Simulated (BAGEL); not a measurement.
# CH4AlFO (SMILES [CH3][Al]([OH])[F]): RI-MP2/def2-SVP (density fitting with qzvpp-jkfit)

What is the energy change on altering one bond length of CH4AlFO at RI-MP2/def2-SVP (density fitting with qzvpp-jkfit)? 

The calculation is run with BAGEL 1.2.2.

2 further runs of the same task are left out: 1 that didn't finish, 1 set aside as unsound or not needed.

## 1. The system as given

CH4AlFO has 8 atoms, charge 0, and is taken as a singlet. SMILES: `[CH3][Al]([OH])[F]`. Geometry: relaxed at PBE0-D4/def2-TZVP. This is one conformer, not always the lowest.

Bond lengths: C1–Al2 1.930 Å, Al2–O3 1.689 Å, Al2–F4 1.654 Å, C1–H5 1.094 Å, C1–H6 1.093 Å, C1–H7 1.091 Å, O3–H8 0.956 Å. Angles: C1–Al2–O3 120.6°, C1–Al2–F4 121.2°, O3–Al2–F4 118.2°, Al2–C1–H5 110.7°, Al2–C1–H6 110.7°, Al2–C1–H7 111.9°, Al2–O3–H8 123.8°, H5–C1–H6 106.8°, H5–C1–H7 108.2°, H6–C1–H7 108.3°.

## 2. The energy at RI-MP2/def2-SVP (density fitting with qzvpp-jkfit)

Input file calc.json:

```json
{ "bagel" : [

{
  "title" : "molecule",
  "basis" : "svp",
  "df_basis" : "qzvpp-jkfit",
  "angstrom" : true,
  "geometry" : [
    { "atom" : "C", "xyz" : [      -0.540500,       1.137000,      -0.105400 ] },
    { "atom" : "Al", "xyz" : [       0.133600,      -0.668900,      -0.198600 ] },
    { "atom" : "O", "xyz" : [       1.255200,      -1.228300,       0.933600 ] },
    { "atom" : "F", "xyz" : [      -0.366000,      -1.708800,      -1.383300 ] },
    { "atom" : "H", "xyz" : [       0.272900,       1.859000,      -0.220000 ] },
    { "atom" : "H", "xyz" : [      -0.998800,       1.329500,       0.868500 ] },
    { "atom" : "H", "xyz" : [      -1.283600,       1.335300,      -0.879800 ] },
    { "atom" : "H", "xyz" : [       1.619500,      -2.111800,       0.929100 ] }
  ]
},

{
  "title" : "hf"
},

{
  "title" : "mp2",
  "ncore" : 8
}

]}
```

The run is started by

```sh
$ BAGEL_NUM_THREADS=1 BAGEL calc.json > calc.out
```

The program printed:

```text
* using 1 threads per process

  ===============================================================
  ===============================================================

  *** Geometry ***

  { "atom" : "C", "xyz" : [     -1.021397,      2.148619,     -0.199177 ] },
  { "atom" : "Al", "xyz" : [      0.252467,     -1.264038,     -0.375300 ] },
  { "atom" : "O", "xyz" : [      2.371984,     -2.321151,      1.764248 ] },
  { "atom" : "F", "xyz" : [     -0.691640,     -3.229164,     -2.614058 ] },
  { "atom" : "H", "xyz" : [      0.515706,      3.513001,     -0.415740 ] },
  { "atom" : "H", "xyz" : [     -1.887458,      2.512391,      1.641227 ] },
  { "atom" : "H", "xyz" : [     -2.425652,      2.523351,     -1.662581 ] },
  { "atom" : "H", "xyz" : [      3.060411,     -3.990724,      1.755745 ] },

  Number of auxiliary basis functions:      429

  Since a DF basis is specified, we compute 2- and 3-index integrals:
    o Being stored without compression. Storage requirement is 0.022 GB

  Number of basis functions:       80
  Number of electrons      :       40

    * METHOD: MOLECULE                             0.14

  *** RHF ***

  === Nuclear Repulsion ===
   157.1934883848

      * DIIS with orbital gradients will be used.

  === RHF iteration (svp) ===
      0       -456.01090308          0.02517445           0.04
      1       -456.20704132          0.01583347           0.04
      2       -456.31387702          0.00143252           0.04
      3       -456.31500366          0.00054705           0.04
      4       -456.31514630          0.00007497           0.04
      5       -456.31515167          0.00002774           0.04
      6       -456.31515221          0.00001295           0.04
      7       -456.31515235          0.00000204           0.04
      8       -456.31515235          0.00000058           0.04
      9       -456.31515235          0.00000020           0.04
     10       -456.31515235          0.00000007           0.04
     11       -456.31515235          0.00000002           0.04
     12       -456.31515235          0.00000001           0.04
    * SCF iteration converged.

    * Permanent dipole moment:
           (   -0.113834,    -0.069926,    -0.179167) a.u.

    * METHOD: HF                                   0.67

  *** RHF ***

  === Nuclear Repulsion ===
   157.1934883848

      * DIIS with orbital gradients will be used.

  === RHF iteration (svp) ===
      0       -456.31515235          0.00000000           0.04
    * SCF iteration converged.

    * Permanent dipole moment:
           (   -0.113834,    -0.069926,    -0.179168) a.u.

  === DF-MP2 calculation ===

    * freezing 8 orbitals
    * 3-index integral transformation done
    * assembly done

      MP2 correlation energy:   -0.5815983444      0.03

      MP2 total energy:       -456.8967506954

    * METHOD: MP2                                  0.12

  ===============================================================
```

Run time: 1.1 s. Hardware: 1 thread of Arm Neoverse V2, shared host; peak memory 0.099 GiB.

## 3. The distorted shape at the same level

Input file job.json:

```json
{ "bagel": [

{
  "title": "molecule",
  "basis": "svp",
  "df_basis": "qzvpp-jkfit",
  "angstrom": true,
  "geometry": [
    { "atom": "C", "xyz": [   -0.708757,    1.220919,   -0.275247 ] },
    { "atom": "Al", "xyz": [   -0.034657,   -0.584981,   -0.368447 ] },
    { "atom": "O", "xyz": [    1.255200,   -1.228300,    0.933600 ] },
    { "atom": "F", "xyz": [   -0.534257,   -1.624881,   -1.553147 ] },
    { "atom": "H", "xyz": [    0.104643,    1.942919,   -0.389847 ] },
    { "atom": "H", "xyz": [   -1.167057,    1.413419,    0.698653 ] },
    { "atom": "H", "xyz": [   -1.451857,    1.419219,   -1.049647 ] },
    { "atom": "H", "xyz": [    1.619500,   -2.111800,    0.929100 ] }
  ]
},
{
  "title": "hf"
},
{
  "title": "mp2",
  "ncore": 8
}

]}
```

The run is started by

```sh
$ BAGEL_NUM_THREADS=1 BAGEL job.json > job.out
```

The program printed:

```text
* using 1 threads per process

  ===============================================================
  ===============================================================

  *** Geometry ***

  { "atom" : "C", "xyz" : [     -1.339357,      2.307203,     -0.520141 ] },
  { "atom" : "Al", "xyz" : [     -0.065492,     -1.105454,     -0.696264 ] },
  { "atom" : "O", "xyz" : [      2.371984,     -2.321151,      1.764248 ] },
  { "atom" : "F", "xyz" : [     -1.009599,     -3.070580,     -2.935022 ] },
  { "atom" : "H", "xyz" : [      0.197747,      3.671585,     -0.736704 ] },
  { "atom" : "H", "xyz" : [     -2.205418,      2.670975,      1.320263 ] },
  { "atom" : "H", "xyz" : [     -2.743612,      2.681935,     -1.983545 ] },
  { "atom" : "H", "xyz" : [      3.060411,     -3.990724,      1.755745 ] },

  Number of auxiliary basis functions:      429

  Since a DF basis is specified, we compute 2- and 3-index integrals:
    o Being stored without compression. Storage requirement is 0.022 GB

  Number of basis functions:       80
  Number of electrons      :       40

    * METHOD: MOLECULE                             0.14

  *** RHF ***

  === Nuclear Repulsion ===
   150.8494656277

      * DIIS with orbital gradients will be used.

  === RHF iteration (svp) ===
      0       -455.97224894          0.02550985           0.04
      1       -456.16219024          0.01701743           0.04
      2       -456.28799255          0.00159044           0.05
      3       -456.28932512          0.00064473           0.04
      4       -456.28952992          0.00010550           0.04
      5       -456.28953775          0.00004287           0.04
      6       -456.28953912          0.00001572           0.04
      7       -456.28953940          0.00000261           0.04
      8       -456.28953941          0.00000075           0.04
      9       -456.28953941          0.00000022           0.04
     10       -456.28953941          0.00000009           0.04
     11       -456.28953941          0.00000004           0.04
     12       -456.28953941          0.00000001           0.04
    * SCF iteration converged.

    * Permanent dipole moment:
           (    0.185745,    -0.302791,     0.079084) a.u.

    * METHOD: HF                                   0.68

  *** RHF ***

  === Nuclear Repulsion ===
   150.8494656277

      * DIIS with orbital gradients will be used.

  === RHF iteration (svp) ===
      0       -456.28953941          0.00000000           0.04
    * SCF iteration converged.

    * Permanent dipole moment:
           (    0.185745,    -0.302791,     0.079084) a.u.

  === DF-MP2 calculation ===

    * freezing 8 orbitals
    * 3-index integral transformation done
    * assembly done

      MP2 correlation energy:   -0.5855701468      0.03

      MP2 total energy:       -456.8751095535

    * METHOD: MP2                                  0.12

  ===============================================================
```

Run time: 1.1 s. Hardware: 1 thread of Arm Neoverse V2, shared host; peak memory 0.1 GiB.

## 4. Results

At RI-MP2/def2-SVP (density fitting with qzvpp-jkfit), 8 core orbitals frozen:

| quantity | value |
| --- | --- |
| first shape: total energy | -456.89675 Eh |
| first shape: correlation energy (8 core orbitals frozen) | -581.6 mEh |
| distorted shape: total energy | -456.87511 Eh |
| distorted shape: correlation energy (8 core orbitals frozen) | -585.6 mEh |
| energy change with the Al2–O3 bond stretched from 1.689 to 1.942 Å | 0.589 eV |

With the Al2–O3 bond stretched from 1.689 to 1.942 Å the energy rises by 0.59 eV (56.8 kJ/mol). The first shape isn't relaxed at this level, so the change isn't measured from a minimum.
